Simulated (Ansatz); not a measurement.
# CH₆OSSi₂: one species, many methods

How much do the methods differ for CH₆OSSi₂? The plan is to run it at one geometry with functionals of several rungs and with coupled cluster. The yardstick is the atomisation energy at the CCSD(T) limit.

Method: functionals in def2-TZVPP, the program's frozen cores in correlated methods; program: Ansatz 0.2.0, Gaussian basis.

Plan: PBE-D4, r2SCAN-D4, PBE0-D4, B3LYP-D4, ωB97X-V, ωB97M-V, B2PLYP; CCSD(T)/def2-TZVPP; MP2/def2-QZVPP; extrapolation to the limit.

## 1. Structure used throughout

The geometry comes from an earlier relaxation with PBE0-D4 in a triple-zeta def2 set; it is a stationary point, not always the lowest conformer.

SMILES `O[SiH]1CS[SiH2]1`, 11 atoms, charge 0, spin multiplicity 1.

Atoms are counted from 1 here; the program's logs count them from 0.

Bond lengths: O1–Si2 1.648 Å, O1–H6 0.959 Å, Si2–C3 1.893 Å, Si2–Si5 2.332 Å, Si2–H7 1.486 Å, C3–S4 1.843 Å, C3–H8 1.092 Å, C3–H9 1.092 Å, S4–Si5 2.164 Å, Si5–H10 1.490 Å, Si5–H11 1.488 Å. Angles: Si2–O1–H6 116.5°, O1–Si2–C3 112.2°, O1–Si2–Si5 113.8°, O1–Si2–H7 104.6°, C3–Si2–Si5 84.0°, C3–Si2–H7 116.5°, Si5–Si2–H7 125.0°, Si2–C3–S4 99.3°, Si2–C3–H8 114.6°, Si2–C3–H9 114.3°, S4–C3–H8 109.5°, S4–C3–H9 110.1°, H8–C3–H9 108.6°, C3–S4–Si5 90.2°, Si2–Si5–S4 78.5°, Si2–Si5–H10 119.5°, Si2–Si5–H11 121.9°, S4–Si5–H10 113.6° and more.

Geometry (Å):

```xyz
11

O    -0.9344    1.7768    0.8170
Si    0.3191    0.7296    0.5983
C    -0.1697   -1.0599    0.9754
S    -0.7197   -1.5776   -0.7055
Si    0.5249   -0.0447   -1.5916
H    -1.7397    1.5888    0.3305
H     1.4268    1.2984    1.4091
H    -0.9985   -1.1666    1.6783
H     0.6561   -1.6903    1.3112
H     1.8428   -0.5500   -2.0695
H    -0.1424    0.6385   -2.7328
```

## 2. PBE-D4 (GGA)

Contents of in.yaml:

```yaml
crystal:
  periodic: [false, false, false]
  atoms:
    - {symbol: O, position_ang: [-0.934407, 1.776835, 0.817045]}
    - {symbol: Si, position_ang: [0.319092, 0.729625, 0.598342]}
    - {symbol: C, position_ang: [-0.169698, -1.059852, 0.975408]}
    - {symbol: S, position_ang: [-0.719677, -1.577645, -0.705521]}
    - {symbol: Si, position_ang: [0.524934, -0.044695, -1.591575]}
    - {symbol: H, position_ang: [-1.739717, 1.588753, 0.330520]}
    - {symbol: H, position_ang: [1.426834, 1.298431, 1.409144]}
    - {symbol: H, position_ang: [-0.998540, -1.166563, 1.678271]}
    - {symbol: H, position_ang: [0.656081, -1.690339, 1.311182]}
    - {symbol: H, position_ang: [1.842755, -0.549985, -2.069481]}
    - {symbol: H, position_ang: [-0.142357, 0.638536, -2.732836]}
basis:
  gaussian: {orbitals: def2-TZVPP}
hamiltonian: {xc: pbe, dispersion: d4}
output: {forces: true, orbitals: {seedname: orbitals}}
```

Launch:

```console
> ansatz run in.yaml --threads 4 --pin off --events-out ev --progress --plain --max-ram 10444MiB
```

The runs that follow: r2SCAN-D4 (meta-GGA); PBE0-D4 (hybrid); B3LYP-D4 (hybrid); ωB97X-V (range-separated); ωB97M-V (range-separated); B2PLYP (double hybrid); CCSD(T) in def2-TZVPP; MP2 in def2-QZVPP.

**Question.** What will the summary of the whole plan be? Wanted: atomisation energy, CCSD(T)/CBS; farthest; mean size of error, hybrid; mean size of error, range-separated; gap, smallest and largest; T1 diagnostic; triples share of the correlation energy.

As calculated:

| quantity | value |
| --- | --- |
| atomisation energy, CCSD(T)/CBS | 39.873 eV |
| functionals within 0.199 eV (0.5 %) | r2SCAN-D4, PBE0-D4, ωB97M-V |
| farthest | B2PLYP (-0.783 eV) |
| mean size of error, hybrid | 0.257 eV |
| mean size of error, range-separated | 0.129 eV |
| gap, smallest and largest | 4.41 eV (PBE-D4), 10.73 eV (ωB97X-V) |
| T1 diagnostic | 0.0127 |
| triples share of the correlation energy | 4.2 % |

What this shows: PBE-D4 misses by +0.351 eV. Double hybrids carry the basis error of their MP2 part in triple zeta, and no dispersion term here, so their miss is partly the set-up's. Misses under about 0.199 eV are within the doubt on the reference itself, which lacks core-valence correlation, relativity and higher excitations. Hartree-Fock recovers 72 % of the binding; the rest is correlation. Orbital gaps span 4.4 to 10.7 eV; exact exchange widens them.
